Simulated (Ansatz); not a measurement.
# Nb2PdS2 (element-swapped structure): how the settings move a relaxation

Question: which choices in the input matter for Nb2PdS2 (element-swapped structure)?

Computed with Ansatz 0.2.0 (reference: DFT PBE, plane waves, PAW, scalar-relativistic, no spin polarisation, unless a step's input says otherwise).

1 further run of the same task is left out (it didn't finish).

## Step 1: The structure to begin with

The structure is trigonal, space group P-3m1 (No. 164). The conventional cell has a = 3.355 Å, b = 3.355 Å, c = 8.771 Å, α = 90.00°, β = 90.00°, γ = 120.00°. Around Nb (site symmetry 3m) lie 3 Pd at 2.30 Å and 3 S at 2.57 Å. S (site symmetry 3m) has 3 Nb at 2.57 Å as nearest neighbours. Pd (site symmetry -3m) has 6 Nb at 2.30 Å as nearest neighbours.

Coordinates:

```
CELL_PARAMETERS angstrom
3.35483 0.00000 0.00000
-1.67741 2.90537 0.00000
0.00000 0.00000 8.77141
ATOMIC_POSITIONS crystal
Nb 0.33330 0.66670 0.14100
Nb 0.66670 0.33330 0.85900
S 0.33330 0.66670 0.66700
S 0.66670 0.33330 0.33300
Pd 0.00000 0.00000 0.00000
```

## Step 2: Reference

input.yaml reads:

```yaml
crystal:
  lattice:
    - [3.354831, 0.0, 0.0]
    - [-1.677415, 2.905372, 0.0]
    - [0.0, 0.0, 8.77141]
  atoms:
    - { symbol: Nb, position: [0.3333, 0.6667, 0.141] }
    - { symbol: Nb, position: [0.6667, 0.3333, 0.859] }
    - { symbol: S, position: [0.3333, 0.6667, 0.667] }
    - { symbol: S, position: [0.6667, 0.3333, 0.333] }
    - { symbol: Pd, position: [0.0, 0.0, 0.0] }
  symmetry: { tolerance: 0.0003 }
kpoints:
  mp_grid: { grid: [6, 6, 2], shift: [0, 0, 0] }
magnetization:
  spin_polarized: false
scf:
  occupations: { method: cold, width: 0.1525 }
hamiltonian:
  pseudopotentials: { kind: paw }
  xc: pbe
basis:
  ecutwfc: 420
output:
  forces: true
  stress: true
  eigenvalues: true
relax:
  max_steps: 40
  cell: {}
```

On the command line:

```
ansatz run input.yaml --threads 1 --pin off --max-ram 2560MiB --backend cpu --events-out ev --progress --plain --runs-dir out
```

## Step 3: Changed: scf.algorithm density_mixing, dispersion d4, ecutwfc 29.4 Ry

input.yaml: that of step 2 with these lines changed.

```diff
@@ -18,2 +18,3 @@
   occupations: { method: cold, width: 0.1525 }
+  algorithm: density_mixing
 hamiltonian:
@@ -21,4 +22,5 @@
   xc: pbe
+  dispersion: d4
 basis:
-  ecutwfc: 420
+  ecutwfc: "29.4 Ry"
 output:
@@ -27,2 +29,6 @@
   eigenvalues: true
+  write_density: true
+  write_potential: true
+  elf: true
+  volumetric_format: npy
 relax:
```

## Step 4: Changed: eigensolver.kind davidson, mixing.algorithm anderson, mixing.beta 0.5

input.yaml: that of step 2 with these lines changed.

```diff
@@ -18,2 +18,4 @@
   occupations: { method: cold, width: 0.1525 }
+  eigensolver: { kind: davidson }
+  mixing: { algorithm: anderson, beta: 0.5 }
 hamiltonian:
```

## Step 5: Changing settings: mp_grid.grid [2, 2, 1]

input.yaml: that of step 2 with these lines changed.

```diff
@@ -13,3 +13,3 @@
 kpoints:
-  mp_grid: { grid: [6, 6, 2], shift: [0, 0, 0] }
+  mp_grid: { grid: [2, 2, 1], shift: [0, 0, 0] }
 magnetization:
```

**Question.** What will these runs give? Wanted: for each run, ending; energy change; pressure; gap; force.

The runs gave:

```csv
run,ending,energy change,pressure (GPa),gap (eV),force (eV/Å),cycles,time
reference,converged,0,0.0,0.00,0.00,114,44 s
"1: scf.algorithm density_mixing, dispersion d4, ecutwfc 29.4 Ry",converged,-358.4 meV/atom (offset of the dispersion model),0.0,0.00,0.00,108,44 s
"2: eigensolver.kind davidson, mixing.algorithm anderson, mixing.beta 0.5",converged,0.0 meV/atom,0.0,0.00,0.00,124,57 s
"3: mp_grid.grid [2, 2, 1]",converged,+325.6 meV/atom,0.0,0.21,0.01,102,16 s
```

Times don't compare one to one where runs were asked for different outputs or read a saved state (see the inputs); cycles may leave out searches for a lower state.

What this shows: Of the converged runs whose energies compare with the reference's, «mp_grid.grid [2, 2, 1]» moves the energy most (+325.6 meV/atom). Run 1 ran under the cutoff that the potentials recommend, as the log warns, so basis error is mixed into its values.

The reference has limits of its own: it is run without spin, though an odd electron count or open d shells could carry moments; its mesh is coarse for a cell with so small a gap or none.
